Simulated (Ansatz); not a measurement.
**Cl₂H₄HfN₂: how energies converge with the basis set**

One table from this session's results is given with a row withheld; the runs are named, their logs left out.

Method: one geometry, several basis sets; program: Ansatz 0.2.0, Gaussian basis.

Plan: PBE0-D4/def2-SVP; ωB97M-V/def2-SVP; PBE0-D4/def2-QZVPP; ωB97M-V/def2-QZVPP; the functionals' def2-TZVPP values are taken from earlier runs.

## The relaxed structure

The geometry comes from an earlier relaxation with PBE0-D4 in a triple-zeta def2 set; it is a stationary point, not always the lowest conformer. Hf takes the def2 core potential; no spin-orbit term is included.

9 atoms, charge 0, spin multiplicity 1.

Atoms are counted from 1 here; the program's logs count them from 0.

Bond lengths: N1–Hf2 2.012 Å, N1–H6 1.011 Å, N1–H7 1.009 Å, Hf2–N3 2.008 Å, Hf2–Cl4 2.361 Å, Hf2–Cl5 2.361 Å, N3–H8 1.011 Å, N3–H9 1.011 Å. Angles: Hf2–N1–H6 124.9°, Hf2–N1–H7 126.0°, H6–N1–H7 109.1°, N1–Hf2–N3 105.1°, N1–Hf2–Cl4 109.1°, N1–Hf2–Cl5 109.1°, N3–Hf2–Cl4 110.0°, N3–Hf2–Cl5 110.1°, Cl4–Hf2–Cl5 113.1°, Hf2–N3–H8 125.4°, Hf2–N3–H9 125.4°, H8–N3–H9 109.0°.

The first run:

Input file in.yaml:

```yaml
crystal:
  periodic: [false, false, false]
  atoms:
    - {symbol: N, position_ang: [-0.692292, 1.461458, -0.486259]}
    - {symbol: Hf, position_ang: [-0.127232, -0.096799, 0.654874]}
    - {symbol: N, position_ang: [0.898754, -1.304918, -0.577887]}
    - {symbol: Cl, position_ang: [-2.052916, -1.204124, 1.456033]}
    - {symbol: Cl, position_ang: [1.281431, 0.682881, 2.382242]}
    - {symbol: H, position_ang: [-1.230495, 2.253061, -0.159593]}
    - {symbol: H, position_ang: [-0.487697, 1.583878, -1.467190]}
    - {symbol: H, position_ang: [1.901609, -1.293576, -0.707606]}
    - {symbol: H, position_ang: [0.508838, -2.081851, -1.094633]}
basis:
  gaussian: {orbitals: def2-SVP}
hamiltonian: {xc: pbe0, dispersion: d4}
output: {orbitals: {seedname: orbitals}}
```

On the command line:

```console
$ ansatz run in.yaml --threads 4 --pin off --events-out ev --progress --plain --max-ram 10444MiB
```

Steps of the session up to this table: PBE0-D4 in def2-SVP; ωB97M-V in def2-SVP; PBE0-D4 in def2-QZVPP; ωB97M-V in def2-QZVPP.

One table of the session follows, with a row left open; its other results are not shown here.

It belongs to the step «Functionals by basis». 

```
functional       basis  HOMO (eV)
   PBE0-D4    def2-SVP      -7.68
   PBE0-D4  def2-TZVPP      -7.76
   PBE0-D4  def2-QZVPP      -7.81
   ωB97M-V    def2-SVP          ?
   ωB97M-V  def2-TZVPP     -10.09
   ωB97M-V  def2-QZVPP     -10.15
```

**Question.** Estimate the row for ωB97M-V, def2-SVP.

As computed: HOMO (eV): -9.98. In the column «HOMO (eV)» it lies between ωB97M-V, def2-TZVPP (-10.09) and PBE0-D4, def2-QZVPP (-7.81).
